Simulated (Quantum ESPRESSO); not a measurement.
HPbNO4:

```
H Pb N O
1.0
     4.27531   -0.00040    0.00636
    -2.08399    5.20775   -0.04907
    -2.12377   -1.86574    4.91491
H Pb N O
1 1 1 4
Direct
  0.99073 0.03330 0.90994
  0.50274 0.81989 0.14287
  0.00838 0.47408 0.50265
  0.99816 0.92741 0.02877
  0.19467 0.73435 0.60852
  0.81673 0.35882 0.24556
  0.01381 0.33121 0.65217
```

The cell was built by a generator and needn't be a form met in nature.

Base run:

* Program: Quantum ESPRESSO 7.5
* Functional: PBEsol
* Potentials or basis: SG15 PBE 1.2
* Cutoff: 1197 eV
* Density cutoff: 4789 eV
* k mesh: 5 × 4 × 4
* Occupations: fermi-dirac, width 0.05 eV
* Spin: no spin polarisation

Its results: band gap on the k mesh 2.95 eV, indirect (least direct gap 3.17 eV); pressure -1.7 GPa; largest force 0.289 eV/Å.

Problem. The run is repeated on the same cell with these changes: functional from PBEsol to PBE. What comes out?

Solution. Band gap on the k mesh 2.93 eV, indirect (least direct gap 3.14 eV); pressure 0.2 GPa; largest force 0.109 eV/Å.

PBE binds less tightly than PBEsol, so the same cell stands under more pressure.

Caveats: spin-orbit coupling is left out, which as a rule narrows the gap of such compounds by several tenths of an eV; the potentials were made for another functional, which shifts forces and pressure (some runs).

A k mesh can miss the band edges.
